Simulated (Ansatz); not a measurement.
# GeCl+ (triplet): from Hartree-Fock to the top rungs, cc-pVDZ

How much of the correlation energy of GeCl+ (triplet) does each wave-function method recover here?

The runs use Ansatz 0.2.0, Gaussian basis; cc-pVDZ, core rule «outside noble gas», up to 19 orbitals frozen.

The runs, in order: UHF; CCSD(T) on ROHF; CCSD(T) on UHF; BCCD(T) on ROHF; CISD; CCSDT(Q) on ROHF; CCSDT(Q) on UHF; CISDTQ; CCSDTQ on ROHF; CCSDTQ on UHF; CASSCF and MRCISD+Q, 10 electrons in 8 orbitals; CASSCF and NEVPT2, 10 electrons in 8 orbitals.

7 further runs of the same task are left out: 2 for a known fault of the program, 2 that didn't finish, 3 set aside as unsound or not needed.

### 1 What is computed

The geometry is a PBE0/def2-TZVP stationary point (not a proven minimum) of the parent state, kept for this charge and spin. No spin-orbit coupling is included. The filled d shell of Ge may be among the frozen orbitals whatever the setting's name suggests; the logs give the count.

2 atoms, charge 1, spin multiplicity 3.

Atoms are counted from 1 here; the program's logs count them from 0.

Bond lengths: Ge1–Cl2 2.179 Å.

### 2 UHF

The input, in.yaml:

```yaml
crystal:
  periodic: [false, false, false]
  atoms:
    - {symbol: Ge, position_ang: [0.000000, 0.000000, 0.000000]}
    - {symbol: Cl, position_ang: [0.000000, 0.000000, 2.178600]}
basis:
  gaussian: {orbitals: cc-pVDZ}
total_charge: 1
magnetization: {spin_polarized: true, initial_magnetization: 2}
hamiltonian: {xc: hf}
output: {orbitals: {seedname: orbitals}}
```

Run with:

```bash
> ansatz run in.yaml --threads 1 --pin off --events-out ev --progress --plain --max-ram 4096MiB --backend cpu
```

Further steps of the session: CCSD(T) on ROHF; CCSD(T) on UHF; BCCD(T) on ROHF; CISD; CCSDT(Q) on ROHF; CCSDT(Q) on UHF; CISDTQ; CCSDTQ on ROHF; CCSDTQ on UHF; CASSCF and MRCISD+Q, 10 electrons in 8 orbitals; CASSCF and NEVPT2, 10 electrons in 8 orbitals.

Before running them: what should the planned runs give, taken together? Wanted: UCCSDTQ below the RHF energy; RMP2 from UCCSDTQ; UMP2 from UCCSDTQ; RCCSD from UCCSDTQ; RCCSD(T) from UCCSDTQ; UCCSD(T) from UCCSDTQ; RCCSDT(Q) from UCCSDTQ; UCCSDT(Q) from UCCSDTQ; NEVPT2 valence from UCCSDTQ.

As calculated:

| quantity | value |
| --- | --- |
| UCCSDTQ below the RHF energy | -5.5745 eV |
| RMP2 from UCCSDTQ | +19.17 kcal/mol |
| UMP2 from UCCSDTQ | +20.07 kcal/mol |
| RCCSD from UCCSDTQ | +5.00 kcal/mol |
| RCCSD(T) from UCCSDTQ | +1.12 kcal/mol |
| UCCSD(T) from UCCSDTQ | +0.93 kcal/mol |
| RCCSDT(Q) from UCCSDTQ | +0.26 kcal/mol |
| UCCSDT(Q) from UCCSDTQ | -0.04 kcal/mol |
| NEVPT2 valence from UCCSDTQ | +23.07 kcal/mol |
| MRCISD+Q valence from UCCSDTQ | +1.33 kcal/mol |
| levels within 1 kcal/mol (43 meV) | UCCSD(T), RCCSDT, UCCSDT, CISDTQ, RCCSDT(Q), UCCSDT(Q), RCCSDTQ |
| T1 diagnostic | 0.034 |
| effectively unpaired electrons | 2.01 |

**Reading.** RCCSD(T) misses by +1.12 kcal/mol, 0.9 % of the correlation energy. One determinant dominates. Of the multireference levels listed MRCISD+Q valence comes nearest in total energy (+1.33 kcal/mol), which doesn't show that its space is the better one. These misses are within one basis, not against nature; the frozen cores of restricted and unrestricted runs differ, which can shift their rows.
